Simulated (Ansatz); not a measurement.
# CoAuC4N4: from a guess to a relaxed structure

Aim: relax a trial structure of CoAuC4N4 and see where it ends.

Program: Ansatz 0.2.0. Level of theory: DFT PBE, scalar-relativistic, plane waves, PAW. These are calculated values, not measurements.

## 1. The system as given

Symmetry: P-43m, No. 215, cubic system. Conventional cell: a = 5.883 Å, b = 5.883 Å, c = 5.883 Å, α = 90.00°, β = 90.00°, γ = 90.00°. Co (site symmetry -43m) has 4 C at 1.92 Å in its first shell of neighbours. Around C (site symmetry 3m) lie 1 N at 1.17 Å and 1 Co at 1.92 Å. Around Au (site symmetry -43m) lie 4 N at 2.01 Å. Around N (site symmetry 3m) lie 1 C at 1.17 Å and 1 Au at 2.01 Å.

Coordinates:

```
CELL_PARAMETERS angstrom
5.88262 0.00000 0.00000
0.00000 5.88262 0.00000
0.00000 0.00000 5.88262
ATOMIC_POSITIONS crystal
Co 0.00000 0.00000 0.00000
C 0.18814 0.18814 0.18814
C 0.18814 0.81186 0.81186
C 0.81186 0.18814 0.81186
C 0.81186 0.81186 0.18814
Au 0.50000 0.50000 0.50000
N 0.30297 0.30297 0.30297
N 0.30297 0.69703 0.69703
N 0.69703 0.30297 0.69703
N 0.69703 0.69703 0.30297
```

Recipe of the guess: two interpenetrating cyanide-bridged diamond nets (P-43m, No. 215). The dimensions are guesses.

## 2. Probe: one point on a coarse mesh

Contents of input.yaml:

```yaml
crystal:
  lattice:
    - [5.88262189, 0.0, 0.0]
    - [0.0, 5.88262189, 0.0]
    - [0.0, 0.0, 5.88262189]
  atoms:
    - { symbol: Co, position: [0.0, 0.0, 0.0], spin: 3.0 }
    - { symbol: C, position: [0.18814408, 0.18814408, 0.18814408] }
    - { symbol: C, position: [0.18814408, 0.81185592, 0.81185592] }
    - { symbol: C, position: [0.81185592, 0.18814408, 0.81185592] }
    - { symbol: C, position: [0.81185592, 0.81185592, 0.18814408] }
    - { symbol: Au, position: [0.5, 0.5, 0.5] }
    - { symbol: "N", position: [0.3029738, 0.3029738, 0.3029738] }
    - { symbol: "N", position: [0.3029738, 0.6970262, 0.6970262] }
    - { symbol: "N", position: [0.6970262, 0.3029738, 0.6970262] }
    - { symbol: "N", position: [0.6970262, 0.6970262, 0.3029738] }
basis:
  ecutwfc: 420
kpoints:
  mp_grid: { grid: [4, 4, 4] }
hamiltonian:
  xc: pbe
scf:
  occupations: { method: gaussian, width: 0.1 }
  lower_state_search: "off"
output:
  forces: true
  stress: true
  eigenvalues: true
  populations: true
magnetization:
  spin_polarized: true
```

On the command line:

```console
> ansatz run input.yaml --threads 1 --pin off --max-ram 2560MiB --backend cpu --events-out ev --progress --plain --runs-dir out
```

Further runs follow: rough relaxation on the coarse mesh; relaxation on the finer mesh.

**Question.** What will these runs give? Wanted: conventional cell; volume; energy over the elements; gap on the mesh; total moment.

The runs gave:

```
                                                              quantity                                                                      value
                                symmetry at the end (tolerance 0.05 Å)                                                space group P-43m (No. 215)
                                                     conventional cell  a = 6.009 Å, b = 6.009 Å, c = 6.009 Å, α = 90.00°, β = 90.00°, γ = 90.00°
                                                                volume                                                              21.69 Å³/atom
energy over the elements (uncorrected; H, N, O, F and Cl as molecules)                                                              +0.77 eV/atom
                                                       gap on the mesh                                                               none (metal)
                                                          total moment                                                               2.00 μB/cell
```

What this shows: The space group P-43m (No. 215) is kept, and the volume per atom grows by 6.6 % from the first guess. With a positive formation energy it can't be a ground state. No finished test with a distortion of lower symmetry is shown, so the end may be a saddle point. Spin-orbit coupling is left out for Au. Other magnetic orders were not searched.
